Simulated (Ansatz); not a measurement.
**CH3AlFN: how energies converge with the basis set**

Aim: see how fast density functionals converge with the basis set for CH3AlFN.

Computed with Ansatz 0.2.0, Gaussian basis. Level: one geometry, several basis sets.

The runs, in order: PBE0-D4/def2-SVP; ωB97M-V/def2-SVP; PBE0-D4/def2-QZVPP; ωB97M-V/def2-QZVPP; the functionals' def2-TZVPP values are taken from earlier runs.

## (1) Structure used throughout

The geometry comes from an earlier relaxation with PBE0-D4 in a triple-zeta def2 set; it is a stationary point, not always the lowest conformer.

SMILES `F[CH]1[NH][AlH]1`, 7 atoms, charge 0, spin multiplicity 1.

Atoms are counted from 1 here; the program's logs count them from 0.

Bond lengths: F1–C2 1.400 Å, C2–N3 1.444 Å, C2–Al4 1.924 Å, C2–H5 1.091 Å, N3–Al4 1.737 Å, N3–H6 1.009 Å, Al4–H7 1.570 Å. Angles: F1–C2–N3 113.3°, F1–C2–Al4 120.6°, F1–C2–H5 105.7°, N3–C2–Al4 60.1°, N3–C2–H5 116.8°, Al4–C2–H5 130.9°, C2–N3–Al4 73.8°, C2–N3–H6 121.3°, Al4–N3–H6 164.9°, C2–Al4–N3 46.1°, C2–Al4–H7 169.6°, N3–Al4–H7 144.1°.

## (2) PBE0-D4 in def2-SVP

Contents of in.yaml:

```yaml
crystal:
  periodic: [false, false, false]
  atoms:
    - {symbol: F, position_ang: [-1.877673, -0.268879, 0.141034]}
    - {symbol: C, position_ang: [-0.671372, 0.227613, -0.366647]}
    - {symbol: N, position_ang: [0.328000, 0.452047, 0.651860]}
    - {symbol: Al, position_ang: [0.922144, -0.850009, -0.332096]}
    - {symbol: H, position_ang: [-0.942093, 1.084002, -0.986750]}
    - {symbol: H, position_ang: [0.215183, 1.176186, 1.345502]}
    - {symbol: H, position_ang: [2.087110, -1.888961, -0.498603]}
basis:
  gaussian: {orbitals: def2-SVP}
hamiltonian: {xc: pbe0, dispersion: d4}
output: {orbitals: {seedname: orbitals}}
```

Started as:

```
$ ansatz run in.yaml --threads 2 --pin off --events-out ev --progress --plain --max-ram 4352MiB
```

Further steps of the session: ωB97M-V in def2-SVP; PBE0-D4 in def2-QZVPP; ωB97M-V in def2-QZVPP.

**Question.** What will the summary of the whole plan be? Wanted: PBE0-D4: double and triple zeta above quadruple; ωB97M-V: double and triple zeta above quadruple.

**Answer**, as computed:

| quantity | value |
| --- | --- |
| PBE0-D4: double and triple zeta above quadruple | 9.15, 0.50 eV |
| ωB97M-V: double and triple zeta above quadruple | 9.29, 0.48 eV |

**Reading.** PBE0-D4 gains 8.65 eV from double to triple zeta, then 0.50 eV more. These are total energies; as a rule much of such shifts cancels in differences, which this series doesn't test. The LUMO of ωB97M-V is positive and keeps falling with the basis (0.88 to 0.28 eV): an unbound level that the basis holds in place.
